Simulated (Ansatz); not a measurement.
Te, space group R-3m, a calculation of the elastic constants

With Ansatz 0.2.0 through its Python package.

The script reads `te.extxyz`:
```text
1
Lattice="2.30590434 1.33131449 1.6909537 -2.30590434 1.33131449 1.6909537 0.0 -2.66262899 1.6909537" Properties=species:S:1:pos:R:3 pbc="T T T"
Te    0.00000000    0.00000000    2.53643056
```

Run as a notebook:

```python
import warnings

import ansatz as az
import numpy as np

warnings.simplefilter("ignore", az.DeckWarning)
```

```python
structure = az.Crystal.from_extxyz("te.extxyz")
```

```python
len(structure.resolved().sites)
```

    1

```python
calculation = (
    structure.calculation()
    .functional(az.Functional.PBESOL)
    .pseudopotentials("paw")
    .basis(450)
    .occupations("fermi_dirac")
    .scf(tolerance=1e-07)
    .kpoints(14, 14, 14)
)
out = calculation.elastic("relaxed-ion").run()
elastic = out.elastic

print("C_ij (GPa), Voigt order xx yy zz yz xz xy")
for row in elastic.c_gpa:
    print(" ".join(f"{value:8.1f}" for value in row))
print("smallest eigenvalue of C:", round(elastic.stability.min_eigenvalue_gpa, 1), "GPa; stable:", elastic.stability.stable)
# averaged moduli need a positive definite tensor
if elastic.stability.min_eigenvalue_gpa > 0:
    m = elastic.moduli
    print(f"K = {m.k_hill_gpa:.1f}, G = {m.g_hill_gpa:.1f}, E = {m.youngs_gpa:.1f} GPa, Poisson ratio {m.poisson:.3f}, K/G = {m.k_hill_gpa / m.g_hill_gpa:.2f}")
```

    C_ij (GPa), Voigt order xx yy zz yz xz xy
        87.7     45.1     50.8     23.7      0.0      0.0
        45.1     87.7     50.8    -23.7      0.0      0.0
        51.1     51.1     42.4      0.0      0.0      0.0
        23.7    -23.7      0.0     33.4      0.0      0.0
         0.0     -0.0      0.0      0.0     33.4     23.7
        -0.0      0.0      0.0      0.0     23.7     21.3
    smallest eigenvalue of C: 2.5 GPa; stable: True
    K = 44.2, G = 12.8, E = 35.0 GPa, Poisson ratio 0.368, K/G = 3.45

Reading the output:
- The cell isn't relaxed first, so the values belong to this volume.
- A positive definite tensor excludes instabilities under uniform strain alone; phonons elsewhere in the zone can still be imaginary.
- The program warned that this SCF threshold is loose for forces or stresses.
- This isn't the structure that Te takes at ambient conditions.
- Shear constants of a metal converge slowly with the k-point mesh and can be wrong in sign on a coarse one; the constants belong to the cell that was strained.
- The script silences the warnings on its input, which a real study should read.
- Finished in 2.6 min on 1 thread of Intel(R) Xeon(R) Platinum 8259CL CPU @ 2.50GHz (Skylake/Cascade Lake), on a shared host, peak memory 0.69 GiB.

(A comment or docstring line of the script was reworded after the run, the code is as it ran; lines on the test bed's own set-up are left out of the output.)
